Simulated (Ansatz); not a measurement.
# The palladium atom (singlet): the correlation ladder, def2-TZVPD

Aim: climb from Hartree-Fock through coupled cluster and multireference methods for the palladium atom (singlet) at one geometry and basis, and see what each rung misses.

The runs use Ansatz 0.2.0, Gaussian basis; def2-TZVPD, core rule «outside noble gas», up to 4 orbitals frozen.

Plan: UHF; CCSD(T) on RHF; CISD; CCSDT(Q) on RHF; CASSCF and MRCISD+Q, 10 electrons in 6 orbitals; CASSCF and MRCISD+Q(relaxed), 10 electrons in 6 orbitals; CASSCF and NEVPT4(SD), 10 electrons in 6 orbitals; CASSCF and NEVPT2, 10 electrons in 6 orbitals.

## Step 1: The atom

A free atom, in its lowest state of this spin that the program finds. No spin-orbit coupling is included. Elements past krypton take def2 core potentials.

1 atom, charge 0, spin multiplicity 1.

## Step 2: UHF

Input file in.yaml:

```yaml
crystal:
  periodic: [false, false, false]
  atoms:
    - {symbol: Pd, position_ang: [0.000000, 0.000000, 0.000000]}
basis:
  gaussian: {orbitals: def2-TZVPD}
magnetization: {spin_polarized: true, initial_magnetization: 0}
hamiltonian: {xc: hf}
output: {orbitals: {seedname: orbitals}}
```

On the command line:

```console
ansatz run in.yaml --threads 1 --pin off --events-out ev --progress --plain --max-ram 2393MiB
```

After this run come: CCSD(T) on RHF; CISD; CCSDT(Q) on RHF; CASSCF and MRCISD+Q, 10 electrons in 6 orbitals; CASSCF and MRCISD+Q(relaxed), 10 electrons in 6 orbitals; CASSCF and NEVPT4(SD), 10 electrons in 6 orbitals; CASSCF and NEVPT2, 10 electrons in 6 orbitals.

**Question.** What will the summary of the whole plan be? Wanted: RCCSDT(Q) below the RHF energy; RMP2 from RCCSDT(Q); RCCSD from RCCSDT(Q); RCCSD(T) from RCCSDT(Q); NEVPT2 valence from RCCSDT(Q); NEVPT4(SD) valence from RCCSDT(Q); MRCISD+Q valence from RCCSDT(Q); T1 diagnostic; effectively unpaired electrons.

The runs gave:

| quantity | value |
| --- | --- |
| RCCSDT(Q) below the RHF energy | -7.0455 eV |
| RMP2 from RCCSDT(Q) | -246.6 meV |
| RCCSD from RCCSDT(Q) | +184.5 meV |
| RCCSD(T) from RCCSDT(Q) | +3.7 meV |
| NEVPT2 valence from RCCSDT(Q) | +626.9 meV |
| NEVPT4(SD) valence from RCCSDT(Q) | +155.2 meV |
| MRCISD+Q valence from RCCSDT(Q) | +134.1 meV |
| levels within 1 kcal/mol (43 meV) | RCCSD(T), RCCSDT |
| T1 diagnostic | 0.005 |
| effectively unpaired electrons | 0.00 |

In words: RCCSD(T) misses by +3.7 meV, 0.1 % of the correlation energy. One determinant dominates. Of the multireference levels listed MRCISD+Q valence comes nearest in total energy (+134.1 meV), which doesn't show that its space is the better one. These misses are within one basis, not against nature.
